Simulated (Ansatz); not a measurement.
**HfV2: further runs on the relaxed cell**

Aim: for HfV2, fit an equation of state.

Method: DFT r2SCAN, scalar-relativistic, plane waves, PAW, in Ansatz 0.2.0.

## 1. The starting structure

The structure is cubic, space group Fd-3m (No. 227). Conventional cell: a = 7.383 Å, b = 7.383 Å, c = 7.383 Å, α = 90.00°, β = 90.00°, γ = 90.00°. Around Hf (site symmetry -43m) lie 12 V at 3.06 Å and 4 Hf at 3.20 Å. Around V (site symmetry -3m) lie 6 V at 2.61 Å.

Coordinates:

```cif
data_structure
_symmetry_space_group_name_H-M 'P 1'
_symmetry_Int_Tables_number 1
_cell_length_a 5.2204
_cell_length_b 5.2204
_cell_length_c 5.2204
_cell_angle_alpha 60.000
_cell_angle_beta 60.000
_cell_angle_gamma 60.000
_cell_volume 100.60
loop_
_atom_site_label
_atom_site_type_symbol
_atom_site_fract_x
_atom_site_fract_y
_atom_site_fract_z
_atom_site_occupancy
Hf1 Hf 0.00000 0.00000 0.00000 1
Hf2 Hf 0.25000 0.25000 0.25000 1
V1 V 0.62500 0.62500 0.62500 1
V2 V 0.12500 0.62500 0.62500 1
V3 V 0.62500 0.62500 0.12500 1
V4 V 0.62500 0.12500 0.62500 1
```

It is the result of an earlier relaxation at this level (volume 16.77 Å³/atom; gap on the mesh: none (metal), site moments up to 0.8 μB).

## 2. Point at V/V0 = 0.97

input.yaml

```yaml
crystal:
  lattice:
    - [0.0, 3.6540889444, 3.6540889444]
    - [3.6540889444, 0.0, 3.6540889444]
    - [3.6540889444, 3.6540889444, 0.0]
  atoms:
    - { symbol: Hf, position: [0.0, 0.0, 0.0], spin: -0.16 }
    - { symbol: Hf, position: [0.25, 0.25, 0.25], spin: -0.16 }
    - { symbol: V, position: [0.625, 0.625, 0.625], spin: 0.91 }
    - { symbol: V, position: [0.125, 0.625, 0.625], spin: 0.91 }
    - { symbol: V, position: [0.625, 0.625, 0.125], spin: 0.91 }
    - { symbol: V, position: [0.625, 0.125, 0.625], spin: 0.91 }
basis:
  ecutwfc: 500
kpoints:
  mp_grid: { grid: [8, 8, 8] }
hamiltonian:
  xc: r2scan
scf:
  occupations: { method: gaussian, width: 0.1 }
output:
  forces: true
  stress: true
  eigenvalues: true
  populations: true
  write_density: true
  write_potential: true
  elf: true
  volumetric_format: npy
magnetization:
  spin_polarized: true
```

On the command line:

```console
$ ansatz run input.yaml --threads 2 --pin off --max-ram 5120MiB --backend cpu --events-out ev --progress --plain --runs-dir out
```

## 3. The cell scaled to 1.03 of its volume

Edit input.yaml of step 2 so:

```diff
@@ -2,5 +2,5 @@
   lattice:
-    - [0.0, 3.6540889444, 3.6540889444]
-    - [3.6540889444, 0.0, 3.6540889444]
-    - [3.6540889444, 3.6540889444, 0.0]
+    - [0.0, 3.7279288172, 3.7279288172]
+    - [3.7279288172, 0.0, 3.7279288172]
+    - [3.7279288172, 3.7279288172, 0.0]
   atoms:
@@ -25,6 +25,2 @@
   populations: true
-  write_density: true
-  write_potential: true
-  elf: true
-  volumetric_format: npy
 magnetization:
```

## 4. The cell scaled to 0.94 of its volume

Edit input.yaml of step 3 so:

```diff
@@ -2,5 +2,5 @@
   lattice:
-    - [0.0, 3.7279288172, 3.7279288172]
-    - [3.7279288172, 0.0, 3.7279288172]
-    - [3.7279288172, 3.7279288172, 0.0]
+    - [0.0, 3.6160227496, 3.6160227496]
+    - [3.6160227496, 0.0, 3.6160227496]
+    - [3.6160227496, 3.6160227496, 0.0]
   atoms:
```

## 5. Volume × 1.06

Edit input.yaml of step 4 so:

```diff
@@ -2,5 +2,5 @@
   lattice:
-    - [0.0, 3.6160227496, 3.6160227496]
-    - [3.6160227496, 0.0, 3.6160227496]
-    - [3.6160227496, 3.6160227496, 0.0]
+    - [0.0, 3.7637764857, 3.7637764857]
+    - [3.7637764857, 0.0, 3.7637764857]
+    - [3.7637764857, 3.7637764857, 0.0]
   atoms:
```

## 6. Volume × 0.91

Edit input.yaml of step 5 so:

```diff
@@ -2,5 +2,5 @@
   lattice:
-    - [0.0, 3.7637764857, 3.7637764857]
-    - [3.7637764857, 0.0, 3.7637764857]
-    - [3.7637764857, 3.7637764857, 0.0]
+    - [0.0, 3.5771377709, 3.5771377709]
+    - [3.5771377709, 0.0, 3.5771377709]
+    - [3.5771377709, 3.5771377709, 0.0]
   atoms:
```

## 7. Volume × 1.10

Edit input.yaml of step 6 so:

```diff
@@ -2,5 +2,5 @@
   lattice:
-    - [0.0, 3.5771377709, 3.5771377709]
-    - [3.5771377709, 0.0, 3.5771377709]
-    - [3.5771377709, 3.5771377709, 0.0]
+    - [0.0, 3.8105362543, 3.8105362543]
+    - [3.8105362543, 0.0, 3.8105362543]
+    - [3.8105362543, 3.8105362543, 0.0]
   atoms:
```

## 8. Volume × 0.88

Edit input.yaml of step 7 so:

```diff
@@ -2,5 +2,5 @@
   lattice:
-    - [0.0, 3.8105362543, 3.8105362543]
-    - [3.8105362543, 0.0, 3.8105362543]
-    - [3.8105362543, 3.8105362543, 0.0]
+    - [0.0, 3.5373885056, 3.5373885056]
+    - [3.5373885056, 0.0, 3.5373885056]
+    - [3.5373885056, 3.5373885056, 0.0]
   atoms:
@@ -25,2 +25,6 @@
   populations: true
+  write_density: true
+  write_potential: true
+  elf: true
+  volumetric_format: npy
 magnetization:
```

(Steps that only read results are left out.)

Q: Predict the outcome of this session. Wanted: equation of state.

As calculated:

| quantity | value |
| --- | --- |
| equation of state | no sound fit |

The points do not lie on one smooth curve (fit error 1.05 meV/atom, B' = 5.3), which a change of structure or of magnetic state along the way can cause; no modulus is quoted. The magnetic state reached may not be the lowest one. The runs treat Hf without spin-orbit coupling. The small moment in this metal comes from r2SCAN alone, which enlarges such moments; no other functional was run here.
